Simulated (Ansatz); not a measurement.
**CH₂BBrO: small, medium and large basis sets**

Aim: see how fast density functionals converge with the basis set for CH₂BBrO.

The runs use Ansatz 0.2.0, Gaussian basis; one geometry, several basis sets.

Plan: PBE0-D4/def2-SVP; ωB97M-V/def2-SVP; PBE0-D4/def2-QZVPP; ωB97M-V/def2-QZVPP; the functionals' def2-TZVPP values are taken from earlier runs.

### Step 1. The geometry

All runs share one geometry, relaxed beforehand with PBE0-D4 in a triple-zeta def2 set.

SMILES `O=CBBr`, 6 atoms, charge 0, spin multiplicity 1.

Atoms are counted from 1 here; the program's logs count them from 0.

Bond lengths: O1–C2 1.210 Å, C2–B3 1.578 Å, C2–H5 1.113 Å, B3–Br4 1.892 Å, B3–H6 1.188 Å. Angles: O1–C2–B3 117.0°, O1–C2–H5 120.3°, B3–C2–H5 122.7°, C2–B3–Br4 117.4°, C2–B3–H6 123.2°, Br4–B3–H6 119.3°.

### Step 2. PBE0-D4 in def2-SVP

The input, in.yaml:

```yaml
crystal:
  periodic: [false, false, false]
  atoms:
    - {symbol: O, position_ang: [1.082121, -1.386090, 0.314079]}
    - {symbol: C, position_ang: [0.758339, -0.358502, -0.237535]}
    - {symbol: B, position_ang: [-0.504180, 0.394360, 0.336479]}
    - {symbol: Br, position_ang: [-2.059617, 0.428827, -0.739926]}
    - {symbol: H, position_ang: [1.304455, -0.012180, -1.143727]}
    - {symbol: H, position_ang: [-0.539017, 0.869585, 1.424431]}
basis:
  gaussian: {orbitals: def2-SVP}
hamiltonian: {xc: pbe0, dispersion: d4}
output: {orbitals: {seedname: orbitals}}
```

The run is started by

```
$ ansatz run in.yaml --threads 2 --pin off --events-out ev --progress --plain --max-ram 4352MiB
```

Further steps of the session: ωB97M-V in def2-SVP; PBE0-D4 in def2-QZVPP; ωB97M-V in def2-QZVPP.

Q: Predict the results of all the runs planned. Wanted: PBE0-D4: double and triple zeta above quadruple; ωB97M-V: double and triple zeta above quadruple.

As calculated:

```
                                       quantity           value
PBE0-D4: double and triple zeta above quadruple  14.44, 1.63 eV
ωB97M-V: double and triple zeta above quadruple  14.50, 1.57 eV
```

PBE0-D4 gains 12.81 eV from double to triple zeta, then 1.63 eV more. These are total energies; as a rule much of such shifts cancels in differences, which this series doesn't test.
